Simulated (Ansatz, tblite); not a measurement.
# Ta(NH)(OSiH3)3 (H₁₀NO₃Si₃Ta): removing and adding an electron

What does removing or adding an electron cost or gain for Ta(NH)(OSiH3)3 (H₁₀NO₃Si₃Ta)? Each charged state is run at several levels.

Computed with Ansatz 0.2.0, Gaussian basis. Level: as each input shows.

Levels to be run: charge +1 doublet, at the geometry of the singlet (PBE0-D4/def2-TZVP, PBE-D4/def2-TZVP, revPBE-D4/def2-TZVP); charge -1 doublet, at the geometry of the singlet (PBE0-D4/def2-TZVPD, PBE-D4/def2-TZVPD, revPBE-D4/def2-TZVPD); the starting singlet's energies come from earlier runs.

2 further runs of the same task are left out: 2 set aside as unsound or not needed.

## 1. The geometry

The singlet was relaxed beforehand with PBE-D4/def2-SVP.

18 atoms, charge 0, spin multiplicity 1.

Atoms are counted from 1 here; the program's logs count them from 0.

Bond lengths: Ta1–N2 1.785 Å, Ta1–O4 1.928 Å, Ta1–O9 1.928 Å, Ta1–O14 1.928 Å, N2–H3 1.020 Å, O4–Si5 1.685 Å, Si5–H6 1.505 Å, Si5–H7 1.504 Å, Si5–H8 1.504 Å, O9–Si10 1.685 Å, Si10–H11 1.504 Å, Si10–H12 1.503 Å, Si10–H13 1.503 Å, O14–Si15 1.685 Å, Si15–H16 1.504 Å, Si15–H17 1.503 Å, Si15–H18 1.503 Å. Angles: N2–Ta1–O4 108.4°, N2–Ta1–O9 108.4°, N2–Ta1–O14 108.4°, O4–Ta1–O9 110.5°, O4–Ta1–O14 110.6°, O9–Ta1–O14 110.5°, Ta1–N2–H3 180.0°, Ta1–O4–Si5 155.1°, O4–Si5–H6 110.3°, O4–Si5–H7 109.1°, O4–Si5–H8 108.9°, H6–Si5–H7 109.5°, H6–Si5–H8 109.7°, H7–Si5–H8 109.4°, Ta1–O9–Si10 155.4°, O9–Si10–H11 110.2°, O9–Si10–H12 109.0°, O9–Si10–H13 108.9° and more.

Formally the metal is d0. Ta takes a core potential in the def2 sets. No spin-orbit coupling is included.

## 2. Charge +1 doublet at the fixed geometry, PBE0-D4/def2-TZVP

in.yaml reads:

```yaml
crystal:
  periodic: [false, false, false]
  atoms:
    - {symbol: Ta, position_ang: [0.014515, -0.014059, 0.102287]}
    - {symbol: N, position_ang: [0.342513, -0.184842, 1.848933]}
    - {symbol: H, position_ang: [0.529166, -0.282551, 2.846773]}
    - {symbol: O, position_ang: [1.449452, -0.858098, -0.870711]}
    - {symbol: Si, position_ang: [2.910224, -1.682691, -1.031199]}
    - {symbol: H, position_ang: [3.403717, -2.135639, 0.316911]}
    - {symbol: H, position_ang: [3.926175, -0.765739, -1.655751]}
    - {symbol: H, position_ang: [2.700887, -2.877041, -1.921186]}
    - {symbol: O, position_ang: [-0.073965, 1.865361, -0.318842]}
    - {symbol: Si, position_ang: [-0.017435, 3.515185, 0.019301]}
    - {symbol: H, position_ang: [0.273590, 3.736976, 1.478425]}
    - {symbol: H, position_ang: [-1.343439, 4.130896, -0.330255]}
    - {symbol: H, position_ang: [1.062658, 4.147159, -0.813478]}
    - {symbol: O, position_ang: [-1.666227, -0.874491, -0.288120]}
    - {symbol: Si, position_ang: [-3.065589, -1.738824, 0.078503]}
    - {symbol: H, position_ang: [-3.117037, -2.044277, 1.550577]}
    - {symbol: H, position_ang: [-3.066717, -3.021905, -0.704706]}
    - {symbol: H, position_ang: [-4.262495, -0.915441, -0.307464]}
basis:
  gaussian: {orbitals: def2-TZVP}
total_charge: 1
magnetization: {spin_polarized: true, initial_magnetization: 1}
hamiltonian: {xc: pbe0, dispersion: d4}
scf: {omitted_lower_state_checks: [starts]}
output: {orbitals: {seedname: orbitals}}
```

The run is started by

```
$ ansatz run in.yaml --threads 2 --pin off --events-out ev --progress --plain --max-ram 32768MiB --backend cuda --devices 0, --max-vram 18GiB
```

The program printed:

```text
Functional definition: PBE0
  name "PBE0"
  cite "Adamo & Barone, J. Chem. Phys. 110, 6158 (1999) doi:10.1063/1.478522"
  cite "Perdew, Burke & Ernzerhof, Phys. Rev. Lett. 77, 3865 (1996) doi:10.1103/PhysRevLett.77.3865"
  parent pbe
  parameter a = 0.25
  parameter kappa = 0.804
  parameter beta = 0.06672455060314922
  exchange = (1 - a)*pbe_x(kappa = kappa, mu = beta*pi^2/3) + a*exact_x
  correlation = pbe_c(beta = beta)
these checks for a lower state are left out or cut short: starts
2260 factors; their error is unknown
mean field evaluation 1: about -32929.7462 eV, gradient 9.7e1 eV
mean field evaluation 2: about -32798.6585 eV, gradient 1.9e2 eV
mean field evaluation 4: about -32953.6071 eV, gradient 4.6e1 eV
mean field evaluation 8: about -32962.8527 eV, gradient 6.4e0 eV
mean field evaluation 16: about -32963.2482 eV, gradient 5.4e-2 eV
mean field evaluation 32: about -32963.2490 eV, gradient 1.2e-2 eV
mean field -32963.24828712 eV, -1211.3770312594 hartree, gradient 1.7e-6 eV, S^2 0.758883; 0 other end points of the search recorded, 0 dependent functions left out
reference -32963.24834625 eV, -1211.3770334326 hartree; 48, 47 occupied and 287, 288 virtual orbitals, 2260 factors
Total energy: -32963.63424643 eV, -1211.3912150026 hartree
Checks for a lower state left out: starts
```

It took 21 s on 1 × H100 (card shared with other runs) with 2 threads of AMD EPYC 7R13, shared host; peak host memory 1 GiB.

HOMO -12.58 eV, LUMO -10.84 eV (over both spins); ⟨S²⟩ 0.759 (pure: 0.75).

## 3. Charge +1 doublet at the fixed geometry, PBE-D4/def2-TZVP

start.molden holds the orbitals of an earlier run on this state, given as this run's starting guess.

in.yaml: that of step 2 with these lines changed.

```diff
@@ -22,6 +22,6 @@
 basis:
-  gaussian: {orbitals: def2-TZVP}
+  gaussian: {orbitals: def2-TZVP, initial_orbitals: start.molden}
 total_charge: 1
 magnetization: {spin_polarized: true, initial_magnetization: 1}
-hamiltonian: {xc: pbe0, dispersion: d4}
+hamiltonian: {xc: pbe, dispersion: d4}
 scf: {omitted_lower_state_checks: [starts]}
```

Launched as before.

The program printed:

```text
Functional definition: PBE
  name "PBE"
  cite "Perdew, Burke & Ernzerhof, Phys. Rev. Lett. 77, 3865 (1996) doi:10.1103/PhysRevLett.77.3865"
  parent pbe
  parameter kappa = 0.804
  parameter beta = 0.06672455060314922
  exchange = pbe_x(kappa = kappa, mu = beta*pi^2/3)
  correlation = pbe_c(beta = beta)
these checks for a lower state are left out or cut short: starts
2141 factors; their error is unknown
mean field evaluation 1: about -32962.0407 eV, gradient 1.1e1 eV
mean field evaluation 2: about -32962.4260 eV, gradient 1.2e0 eV
mean field evaluation 4: about -32962.4886 eV, gradient 6.5e-1 eV
mean field evaluation 8: about -32962.4812 eV, gradient 5.2e-2 eV
mean field evaluation 16: about -32962.4813 eV, gradient 2.5e-5 eV
mean field -32962.48132096 eV, -1211.3488457731 hartree, gradient 1.6e-6 eV, S^2 0.755824; 0 other end points of the search recorded, 0 dependent functions left out
reference -32962.48139982 eV, -1211.3488486712 hartree; 48, 47 occupied and 287, 288 virtual orbitals, 2141 factors
Total energy: -32962.92246933 eV, -1211.3650576767 hartree
Checks for a lower state left out: starts
```

It took 17 s on 1 × H100 (card shared with other runs) with 2 threads of AMD EPYC 7R13, shared host; peak host memory 1 GiB.

HOMO -11.28 eV, LUMO -11.30 eV (over both spins; with the spin held, an empty level of the minority spin lies below the top filled one); ⟨S²⟩ 0.756 (pure: 0.75).

## 4. Charge +1 doublet at the fixed geometry, revPBE-D4/def2-TZVP

in.yaml: that of step 3 with these lines changed.

```diff
@@ -25,3 +25,3 @@
 magnetization: {spin_polarized: true, initial_magnetization: 1}
-hamiltonian: {xc: pbe, dispersion: d4}
+hamiltonian: {xc: {name: revPBE}, dispersion: d4}
 scf: {omitted_lower_state_checks: [starts]}
```

Same command.

The program printed:

```text
Functional definition: revPBE
  name "revPBE"
  cite "Zhang & Yang, Phys. Rev. Lett. 80, 890 (1998) doi:10.1103/PhysRevLett.80.890"
  cite "Perdew, Burke & Ernzerhof, Phys. Rev. Lett. 77, 3865 (1996) doi:10.1103/PhysRevLett.77.3865"
  parameter kappa = 1.245
  parameter beta = 0.06672455060314922
  exchange = pbe_x(kappa = kappa, mu = beta*pi^2/3)
  correlation = pbe_c(beta = beta)
these checks for a lower state are left out or cut short: starts
2141 factors; their error is unknown
mean field evaluation 1: about -32976.2400 eV, gradient 1.0e1 eV
mean field evaluation 2: about -32976.5511 eV, gradient 7.5e-1 eV
mean field evaluation 4: about -32976.6045 eV, gradient 6.5e-1 eV
mean field evaluation 8: about -32976.5930 eV, gradient 5.7e-2 eV
mean field evaluation 16: about -32976.5930 eV, gradient 2.1e-5 eV
mean field -32976.59304998 eV, -1211.8674422491 hartree, gradient 2.7e-6 eV, S^2 0.756461; 0 other end points of the search recorded, 0 dependent functions left out
reference -32976.59314885 eV, -1211.8674458826 hartree; 48, 47 occupied and 287, 288 virtual orbitals, 2141 factors
Total energy: -32977.68709711 eV, -1211.9076477396 hartree
Checks for a lower state left out: starts
```

Wall time 17 s (1 × H100 (card shared with other runs) with 2 threads of AMD EPYC 7R13, shared host); peak host memory 1 GiB.

Report: HOMO -11.25 eV, LUMO -11.26 eV (over both spins; with the spin held, an empty level of the minority spin lies below the top filled one); ⟨S²⟩ 0.756 (pure: 0.75).

## 5. Vertical ionisation energy

Charged state less starting state, singlet to doublet; the starting state's energies are those of its earlier runs.

```
              level  vertical ionisation energy (eV)  time
   PBE-D4/def2-TZVP                            +8.99  29 s
revPBE-D4/def2-TZVP                            +8.99  25 s
  PBE0-D4/def2-TZVP                            +9.26  31 s
```

Times add the two runs; a level without a time comes out of a correlated run.

Beside −ε(HOMO) of the starting state:

```
              level  −ε(HOMO) (eV)  by difference (eV)  mismatch (eV)
   PBE-D4/def2-TZVP           6.27                8.99          -2.72
revPBE-D4/def2-TZVP           6.20                8.99          -2.79
  PBE0-D4/def2-TZVP           7.59                9.26          -1.66
```

## 6. Charge -1 doublet at the fixed geometry, PBE0-D4/def2-TZVPD

in.yaml: that of step 4 with these lines changed.

```diff
@@ -22,6 +22,6 @@
 basis:
-  gaussian: {orbitals: def2-TZVP, initial_orbitals: start.molden}
-total_charge: 1
+  gaussian: {orbitals: def2-TZVPD}
+total_charge: -1
 magnetization: {spin_polarized: true, initial_magnetization: 1}
-hamiltonian: {xc: {name: revPBE}, dispersion: d4}
+hamiltonian: {xc: pbe0, dispersion: d4}
 scf: {omitted_lower_state_checks: [starts]}
```

Same command.

The program printed (excerpt; [...] marks lines left out):

```text
Functional definition: PBE0
  name "PBE0"
  cite "Adamo & Barone, J. Chem. Phys. 110, 6158 (1999) doi:10.1063/1.478522"
  cite "Perdew, Burke & Ernzerhof, Phys. Rev. Lett. 77, 3865 (1996) doi:10.1103/PhysRevLett.77.3865"
  parent pbe
[...]
2564 factors; their error is unknown
[...]
mean field -32972.12677394 eV, -1211.7033096322 hartree, gradient 1.8e-5 eV, S^2 0.750898; 0 other end points of the search recorded, 0 dependent functions left out
reference -32972.12684526 eV, -1211.7033122530 hartree; 49, 48 occupied and 370, 371 virtual orbitals, 2564 factors
Total energy: -32972.57962936 eV, -1211.7199517617 hartree
Checks for a lower state left out: starts
```

It took 20 s on 1 × H100 (card shared with other runs) with 2 threads of AMD EPYC 7R13, shared host; peak host memory 1.1 GiB.

From the report: HOMO 1.50 eV, LUMO 2.56 eV (over both spins); ⟨S²⟩ 0.751 (pure: 0.75). Doubts: highest occupied level lies above zero.

## 7. Charge -1 doublet at the fixed geometry, PBE-D4/def2-TZVPD

in.yaml: that of step 6 with these lines changed.

```diff
@@ -22,6 +22,6 @@
 basis:
-  gaussian: {orbitals: def2-TZVPD}
+  gaussian: {orbitals: def2-TZVPD, initial_orbitals: start.molden}
 total_charge: -1
 magnetization: {spin_polarized: true, initial_magnetization: 1}
-hamiltonian: {xc: pbe0, dispersion: d4}
+hamiltonian: {xc: pbe, dispersion: d4}
 scf: {omitted_lower_state_checks: [starts]}
```

Same command.

The program printed:

```text
Functional definition: PBE
  name "PBE"
  cite "Perdew, Burke & Ernzerhof, Phys. Rev. Lett. 77, 3865 (1996) doi:10.1103/PhysRevLett.77.3865"
  parent pbe
  parameter kappa = 0.804
  parameter beta = 0.06672455060314922
  exchange = pbe_x(kappa = kappa, mu = beta*pi^2/3)
  correlation = pbe_c(beta = beta)
these checks for a lower state are left out or cut short: starts
2432 factors; their error is unknown
mean field evaluation 1: about -32971.1273 eV, gradient 1.1e1 eV
mean field evaluation 2: about -32971.4105 eV, gradient 3.6e-1 eV
mean field evaluation 4: about -32971.3926 eV, gradient 1.2e-1 eV
mean field evaluation 8: about -32971.3928 eV, gradient 5.5e-4 eV
mean field evaluation 16: about -32971.3928 eV, gradient 5.4e-6 eV
mean field -32971.39275599 eV, -1211.6763349700 hartree, gradient 5.4e-6 eV, S^2 0.750780; 0 other end points of the search recorded, 0 dependent functions left out
reference -32971.39286172 eV, -1211.6763388555 hartree; 49, 48 occupied and 370, 371 virtual orbitals, 2432 factors
Total energy: -32971.91114663 eV, -1211.6953854745 hartree
Checks for a lower state left out: starts
```

Run time: 13 s. Hardware: 1 × H100 (card shared with other runs) with 2 threads of AMD EPYC 7R13, shared host; peak host memory 1.1 GiB.

HOMO 1.66 eV, LUMO 1.88 eV (over both spins); ⟨S²⟩ 0.751 (pure: 0.75). Doubts: highest occupied level lies above zero.

## 8. Charge -1 doublet at the fixed geometry, revPBE-D4/def2-TZVPD

in.yaml: that of step 7 with these lines changed.

```diff
@@ -25,3 +25,3 @@
 magnetization: {spin_polarized: true, initial_magnetization: 1}
-hamiltonian: {xc: pbe, dispersion: d4}
+hamiltonian: {xc: {name: revPBE}, dispersion: d4}
 scf: {omitted_lower_state_checks: [starts]}
```

Launched as before.

The program printed:

```text
Functional definition: revPBE
  name "revPBE"
  cite "Zhang & Yang, Phys. Rev. Lett. 80, 890 (1998) doi:10.1103/PhysRevLett.80.890"
  cite "Perdew, Burke & Ernzerhof, Phys. Rev. Lett. 77, 3865 (1996) doi:10.1103/PhysRevLett.77.3865"
  parameter kappa = 1.245
  parameter beta = 0.06672455060314922
  exchange = pbe_x(kappa = kappa, mu = beta*pi^2/3)
  correlation = pbe_c(beta = beta)
these checks for a lower state are left out or cut short: starts
2432 factors; their error is unknown
mean field evaluation 1: about -32985.0977 eV, gradient 1.0e1 eV
mean field evaluation 2: about -32985.3271 eV, gradient 3.2e-1 eV
mean field evaluation 4: about -32985.3114 eV, gradient 6.3e-2 eV
mean field evaluation 8: about -32985.3115 eV, gradient 1.6e-5 eV
mean field -32985.31152183 eV, -1212.1878401801 hartree, gradient 1.7e-5 eV, S^2 0.751051; 0 other end points of the search recorded, 0 dependent functions left out
reference -32985.31165894 eV, -1212.1878452186 hartree; 49, 48 occupied and 370, 371 virtual orbitals, 2432 factors
Total energy: -32986.62852656 eV, -1212.2362392111 hartree
Checks for a lower state left out: starts
```

Run time: 16 s. Hardware: 1 × H100 (card shared with other runs) with 2 threads of AMD EPYC 7R13, shared host; peak host memory 1 GiB.

From the report: HOMO 1.77 eV, LUMO 1.97 eV (over both spins); ⟨S²⟩ 0.751 (pure: 0.75). Doubts: highest occupied level lies above zero.

## 9. Vertical electron affinity

Starting state less charged state (positive: the electron is bound), singlet to doublet; the starting state's energies are those of its earlier runs.

```
               level  vertical electron affinity (eV)  time
   PBE-D4/def2-TZVPD                            -0.09  17 s
revPBE-D4/def2-TZVPD                            -0.14  19 s
  PBE0-D4/def2-TZVPD                            -0.39  27 s
```

Times add the two runs; a level without a time comes out of a correlated run.

Beside −ε(LUMO) of the starting state:

```
               level  −ε(LUMO) (eV)  by difference (eV)  mismatch (eV)
   PBE-D4/def2-TZVPD           1.44               -0.09          +1.53
revPBE-D4/def2-TZVPD           1.33               -0.14          +1.47
  PBE0-D4/def2-TZVPD           0.68               -0.39          +1.07
```

## 10. What came out

| quantity | value |
| --- | --- |
| vertical ionisation energy, functionals in def2-TZVP | 8.99 (PBE-D4) to 9.26 eV (PBE0-D4) |
| vertical electron affinity, functionals in def2-TZVPD | -0.39 (PBE0-D4) to -0.09 eV (PBE-D4) |

**Reading.** The vertical ionisation energy spans 8.99 to 9.26 eV over the functionals. −ε(HOMO) misses the level's own difference by -1.66 eV at best (PBE0-D4) and -2.79 eV at worst (revPBE-D4). The vertical electron affinity spans -0.39 to -0.09 eV over the functionals. A negative affinity means an unbound electron, held by the basis alone. −ε(LUMO) misses the level's own difference by +1.07 eV at best (PBE0-D4) and +1.53 eV at worst (PBE-D4). The charged states' spins were chosen beforehand and needn't be their lowest.
